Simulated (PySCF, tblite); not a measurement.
# C₉H₁₈Ge: geometry, infrared bands and NMR shifts

What infrared bands and NMR shifts should C₉H₁₈Ge (`C=C[CH2][Ge@@H]1[CH2]C[C@]1(C)CC`) show?

Computed with tblite 0.8.0 and PySCF 2.14.0, with density-fitted response routines of our own, on a single molecule in the gas phase. Atoms count from 0, in the outputs and in this text.

### 1 The molecule as given

28 atoms, charge 0, multiplicity 1; geometry from: force field or distance geometry start.

Bonds of the start (Å): C0–C1 1.35, C1–C2 1.49, C2–Ge3 1.90, Ge3–C4 1.96, C4–C5 1.50, C5–C6 1.52, C6–C7 1.54, C6–C8 1.49, C8–C9 1.50, C6–Ge3 1.89, C0–H10 1.09, C0–H11 1.09, C1–H12 1.10, C2–H13 1.12, C2–H14 1.10, Ge3–H15 1.56, C4–H16 1.10, C4–H17 1.13, C5–H18 1.11, C5–H19 1.12, C7–H20 1.10, C7–H21 1.11, C7–H22 1.13, C8–H23 1.11, C8–H24 1.13, C9–H25 1.12, C9–H26 1.10, C9–H27 1.13.

### 2 Relaxing the molecule with GFN2-xTB

Job settings and geometry (Å):

```
{"job": {"kind": "relax", "xc": "GFN2-xTB", "basis": "xTB"}, "charge": 0, "multiplicity": 1}
C      4.216300     0.566400    -0.167600
C      2.935900     0.977300    -0.033700
C      1.880700     0.313600    -0.857900
Ge     0.624300    -0.471700     0.328300
C     -0.078800    -2.125100    -0.447400
C     -1.187300    -1.371200    -1.121400
C     -1.236300    -0.366100     0.011700
C     -1.993000    -0.882800     1.245800
C     -1.835900     0.909600    -0.478600
C     -1.659300     2.091400     0.426100
H      5.012400     1.024400     0.427300
H      4.467600    -0.222500    -0.872400
H      2.652200     1.759600     0.686500
H      2.403900    -0.500800    -1.416300
H      1.456400     1.006300    -1.606100
H      1.095300    -0.749100     1.792200
H     -0.399500    -2.889100     0.281600
H      0.615500    -2.533600    -1.243300
H     -0.920700    -0.836000    -2.051900
H     -2.139200    -1.949000    -1.199400
H     -2.990600    -1.257500     0.970400
H     -2.034500    -0.027700     1.951600
H     -1.353500    -1.646500     1.780900
H     -1.593400     1.163400    -1.529000
H     -2.952900     0.722800    -0.493100
H     -2.169500     1.939700     1.413400
H     -0.619100     2.427500     0.530500
H     -2.217900     2.953900    -0.041300
```

Command:

```sh
$ OMP_NUM_THREADS=1 python probes_run.py task.json out
```

This one command runs all jobs of the session in turn.

The program printed:

```text
step      E/eV     max force
  0    -823.27559    3.735
  1    -823.85375    1.467
  2    -824.05395    1.388
  3    -824.19013    0.983
  4    -824.30152    0.538
  5    -824.38430    0.441
  6    -824.42783    0.398
  7    -824.46377    0.390
  8    -824.49492    0.311
  9    -824.51704    0.237
 10    -824.53078    0.278
 11    -824.54137    0.241
 12    -824.55185    0.187
 13    -824.56166    0.169
 14    -824.56983    0.176
 15    -824.57728    0.166
 16    -824.58500    0.228
 17    -824.59201    0.200
 18    -824.59702    0.129
 19    -824.60068    0.113
 20    -824.60450    0.123
 21    -824.60932    0.174
 22    -824.61410    0.162
 23    -824.61738    0.122
 24    -824.61937    0.079
 25    -824.62104    0.094
 26    -824.62290    0.116
 27    -824.62505    0.151
 28    -824.62748    0.140
 29    -824.63007    0.108
 30    -824.63264    0.100
 31    -824.63509    0.109
 32    -824.63739    0.119
 33    -824.63962    0.123
 34    -824.64175    0.084
 35    -824.64368    0.084
 36    -824.64550    0.098
 37    -824.64733    0.128
 38    -824.64902    0.120
 39    -824.65033    0.074
 40    -824.65130    0.060
 41    -824.65224    0.075
 42    -824.65339    0.081
 43    -824.65468    0.072
 44    -824.65589    0.063
 45    -824.65701    0.078
 46    -824.65835    0.087
 47    -824.66020    0.109
 48    -824.66238    0.109
 49    -824.66430    0.080
 50    -824.66568    0.065
 51    -824.66684    0.067
 52    -824.66813    0.081
 53    -824.66949    0.085
 54    -824.67058    0.075
 55    -824.67126    0.059
 56    -824.67166    0.040
 57    -824.67192    0.044
 58    -824.67212    0.052
 59    -824.67237    0.036
 60    -824.67275    0.034
 61    -824.67302    0.032
 62    -824.67328    0.035
 63    -824.67347    0.032
 64    -824.67366    0.031
 65    -824.67388    0.034
 66    -824.67415    0.041
 67    -824.67446    0.049
 68    -824.67477    0.050
 69    -824.67502    0.040
 70    -824.67521    0.028
 71    -824.67537    0.031
 72    -824.67553    0.040
 73    -824.67569    0.040
 74    -824.67584    0.025
 75    -824.67599    0.027
 76    -824.67614    0.029
 77    -824.67631    0.045
 78    -824.67648    0.044
 79    -824.67662    0.024
 80    -824.67671    0.016
 81    -824.67679    0.019
 82    -824.67687    0.025
 83    -824.67695    0.019
 84    -824.67702    0.017
 85    -824.67708    0.016
 86    -824.67713    0.016
 87    -824.67719    0.018
 88    -824.67727    0.017
 89    -824.67736    0.018
 90    -824.67744    0.018
 91    -824.67750    0.016
 92    -824.67756    0.018
 93    -824.67761    0.013
 94    -824.67766    0.015
 95    -824.67770    0.016
 96    -824.67773    0.015
 97    -824.67778    0.014
 98    -824.67783    0.014
 99    -824.67788    0.013
100    -824.67792    0.015
101    -824.67795    0.015
102    -824.67799    0.012
103    -824.67803    0.011
104    -824.67806    0.009
```

Wall time 5.4 s (1 thread of Intel Xeon at 2.50GHz, shared host); peak memory 0.18 GiB.

The steps of the relaxation: (not every step is listed)

```
step  energy from step 0 (eV)  largest force (eV/Å)
   0                   0.0000                3.7345
   1                  -0.5782                1.4674
   2                  -0.7784                1.3878
   3                  -0.9145                0.9830
   4                  -1.0259                0.5380
   5                  -1.1087                0.4415
   6                  -1.1522                0.3976
   7                  -1.1882                0.3904
   8                  -1.2193                0.3113
  17                  -1.3164                0.2003
  26                  -1.3473                0.1161
  35                  -1.3681                0.0843
  44                  -1.3803                0.0630
  53                  -1.3939                0.0851
  62                  -1.3977                0.0354
  71                  -1.3998                0.0311
  80                  -1.4011                0.0158
  89                  -1.4018                0.0185
  98                  -1.4022                0.0137
  99                  -1.4023                0.0131
 100                  -1.4023                0.0153
 101                  -1.4024                0.0150
 102                  -1.4024                0.0116
 103                  -1.4024                0.0112
 104                  -1.4025                0.0092
```

Distances of close pairs at the start and the end, largest changes first:

```
  bond  before (Å)  after (Å)  change (Å)
Ge3–C6       1.890      2.038      +0.147
C2–Ge3       1.898      2.028      +0.130
Ge3–C4       1.957      2.005      +0.048
C4–H17       1.132      1.088      -0.045
C7–H22       1.131      1.089      -0.042
C9–H27       1.129      1.088      -0.041
C8–H24       1.133      1.095      -0.038
 C4–C5       1.500      1.538      +0.038
```

The end geometry stands in the next job.

### 3 Vibrational analysis with GFN2-xTB

Job settings and geometry (Å):

```
{"job": {"kind": "ir", "xc": "GFN2-xTB", "basis": "xTB"}, "charge": 0, "multiplicity": 1}
C      4.266181     0.656939    -0.044601
C      3.013080     1.078587    -0.035284
C      1.931268     0.506579    -0.869086
Ge     0.676712    -0.639030     0.238116
C     -0.023780    -2.293648    -0.652060
C     -1.353884    -1.579072    -0.945602
C     -1.338309    -0.399534     0.052866
C     -2.063229    -0.771125     1.335913
C     -1.855076     0.902078    -0.542739
C     -1.615218     2.102890     0.362955
H      5.019665     1.091515     0.589470
H      4.587956    -0.140242    -0.694911
H      2.718433     1.881558     0.629047
H      2.341830    -0.118131    -1.660703
H      1.335512     1.297282    -1.324863
H      1.254272    -0.814443     1.650239
H     -0.155570    -3.119567     0.044187
H      0.470429    -2.682185    -1.539537
H     -1.353391    -1.196165    -1.966946
H     -2.227791    -2.222151    -0.832051
H     -3.137385    -0.844827     1.162771
H     -1.886961    -0.031762     2.113844
H     -1.706869    -1.733102     1.701932
H     -1.344843     1.073663    -1.496401
H     -2.924693     0.810155    -0.756533
H     -2.243490     2.059842     1.248617
H     -0.571411     2.121692     0.681745
H     -1.834337     3.029562    -0.163264
```

The program printed:

```text
mode    cm-1     km/mol
  1     -26.1      0.03
  2      48.6      0.05
  3      65.8      0.13
  4      86.0      0.09
  5     108.1      0.24
  6     140.2      0.98
  7     166.3      2.09
  8     203.2      1.26
  9     216.0      0.24
 10     228.1      0.50
 11     276.9      0.16
 12     302.8      2.74
 13     354.0      8.61
 14     365.6      5.36
 15     391.6     12.28
 16     482.4     21.43
 17     494.6     31.77
 18     503.7     32.81
 19     544.0     45.86
 20     588.0     81.96
 21     639.9     93.79
 22     680.3     13.13
 23     708.4     35.42
 24     766.8     64.63
 25     819.1      1.09
 26     858.5     10.49
 27     879.9     19.01
 28     894.9      8.73
 29     950.5     13.53
 30     950.8      5.40
 31    1009.2     10.29
 32    1012.9      0.33
 33    1019.0      1.03
 34    1024.7      6.42
 35    1041.4     18.44
 36    1068.7      4.67
 37    1090.8      3.31
 38    1121.0      5.29
 39    1146.7     72.20
 40    1159.9      3.23
 41    1183.0      4.81
 42    1184.4      4.61
 43    1208.5      2.55
 44    1228.9      0.66
 45    1272.7      3.41
 46    1293.6      3.35
 47    1300.5      0.25
 48    1341.6      0.49
 49    1406.5      2.59
 50    1406.7      5.65
 51    1410.3      4.00
 52    1442.1      0.86
 53    1457.2      0.55
 54    1485.3      0.45
 55    1491.2      0.86
 56    1495.0      0.91
 57    1497.9      2.10
 58    1501.1      1.47
 59    1514.5      0.70
 60    1702.8     38.72
 61    1764.3    543.38
 62    2926.7     51.33
 63    2944.9     38.17
 64    2962.3     31.72
 65    2965.1     26.82
 66    2979.2     19.31
 67    2981.8     56.27
 68    2984.3     11.31
 69    2988.5     71.17
 70    2989.1    121.83
 71    2997.9     43.97
 72    3007.3     53.14
 73    3025.5     22.15
 74    3028.7     45.60
 75    3041.3     48.86
 76    3044.1     37.68
 77    3096.3     24.49
 78    3126.2     52.62
```

Run time: 8.6 s. Hardware: 1 thread of Intel Xeon at 2.50GHz, shared host; peak memory 0.18 GiB.

Which atoms move in the most intense modes:

```
cm⁻¹  km/mol                                   atoms
 588    82.0                       H15 60 %, C4 12 %
 640    93.8                       C4 32 %, H15 27 %
 767    64.6             H14 30 %, H13 25 %, C2 25 %
1147    72.2                       H14 35 %, C2 18 %
1764   543.4                                H15 98 %
2982    56.3                                H26 80 %
2988    71.2  H16 52 %, H13 11 %, H18 11 %, H17 10 %
2989   121.8                                H20 79 %
```

### 4 Relaxing the molecule at PBE0-D3(BJ)/def2-SVP

Job settings and geometry (Å):

```
{"job": {"xc": "PBE0", "basis": "def2-SVP", "d3": "d3bj", "grid": 1, "shake": 0.01, "kind": "geom"}, "charge": 0, "multiplicity": 1}
C      4.286590     0.631380    -0.040420
C      3.007400     1.074060    -0.037440
C      1.911070     0.504260    -0.877740
Ge     0.709940    -0.636770     0.234590
C     -0.026590    -2.300330    -0.662610
C     -1.357790    -1.574250    -0.947990
C     -1.328730    -0.401530     0.053110
C     -2.047770    -0.765670     1.330860
C     -1.856900     0.907480    -0.523390
C     -1.617910     2.100450     0.372980
H      5.010800     1.088600     0.598300
H      4.593760    -0.139330    -0.688210
H      2.690150     1.891770     0.619450
H      2.325140    -0.115370    -1.653700
H      1.331060     1.286520    -1.324600
H      1.253740    -0.800390     1.657710
H     -0.153630    -3.108450     0.042130
H      0.461170    -2.676340    -1.533710
H     -1.355540    -1.203990    -1.964650
H     -2.252730    -2.215250    -0.827140
H     -3.153770    -0.844210     1.153130
H     -1.879390    -0.052100     2.104700
H     -1.699770    -1.721540     1.680350
H     -1.349820     1.076940    -1.502490
H     -2.908790     0.798240    -0.752990
H     -2.253970     2.073900     1.248400
H     -0.575130     2.104510     0.698560
H     -1.826810     3.037100    -0.151890
```

The program printed:

```text
step   0  E = -2429.56438743  max force = 0.040816
step   1  E = -2429.57461886  max force = 0.005489
step   2  E = -2429.57493781  max force = 0.001130
step   3  E = -2429.57498001  max force = 0.001833
step   4  E = -2429.57506459  max force = 0.001119
step   5  E = -2429.57511705  max force = 0.001176
step   6  E = -2429.57520572  max force = 0.001266
step   7  E = -2429.57528597  max force = 0.000994
step   8  E = -2429.57533412  max force = 0.000758
step   9  E = -2429.57533048  max force = 0.001654
step  10  E = -2429.57540632  max force = 0.001744
step  11  E = -2429.57569023  max force = 0.001598
step  12  E = -2429.57594965  max force = 0.001308
step  13  E = -2429.57628545  max force = 0.002142
step  14  E = -2429.57663011  max force = 0.002580
step  15  E = -2429.57664241  max force = 0.002926
step  16  E = -2429.57704549  max force = 0.001465
step  17  E = -2429.57708198  max force = 0.000542
step  18  E = -2429.57713300  max force = 0.000568
step  19  E = -2429.57714147  max force = 0.000370
optimisation converged
```

It took 40 min on 1 thread of Intel Xeon at 2.50GHz, shared host; peak memory 1.1 GiB.

The steps of the relaxation:

```
step  energy from step 0 (eV)  largest force component (eV/Å)
   0                   0.0000                          2.0988
   1                  -0.2784                          0.2823
   2                  -0.2871                          0.0581
   3                  -0.2882                          0.0943
   4                  -0.2905                          0.0575
   5                  -0.2920                          0.0605
   6                  -0.2944                          0.0651
   7                  -0.2966                          0.0511
   8                  -0.2979                          0.0390
   9                  -0.2978                          0.0851
  10                  -0.2998                          0.0897
  11                  -0.3076                          0.0822
  12                  -0.3146                          0.0673
  13                  -0.3238                          0.1101
  14                  -0.3331                          0.1327
  15                  -0.3335                          0.1505
  16                  -0.3444                          0.0753
  17                  -0.3454                          0.0279
  18                  -0.3468                          0.0292
  19                  -0.3471                          0.0190
```

Close pairs (by a distance rule), those that changed most:

```
  bond  before (Å)  after (Å)  change (Å)
Ge3–C6       2.060      2.002      -0.058
Ge3–C4       2.029      1.978      -0.050
C0–H11       1.053      1.095      +0.042
C7–H21       1.066      1.100      +0.034
C4–H17       1.067      1.099      +0.032
C2–H14       1.071      1.102      +0.030
C7–H22       1.076      1.102      +0.026
C2–H13       1.076      1.102      +0.026
```

The next job starts from the end point, and lists it.

```
                         at the end point                value
  point group (found at 0.08 Å tolerance)                   C1
rotational constants (GHz, main isotopes)  1.259, 0.817, 0.595
                        dipole moment (D)                 0.50
```

[end of part 1 of 2]
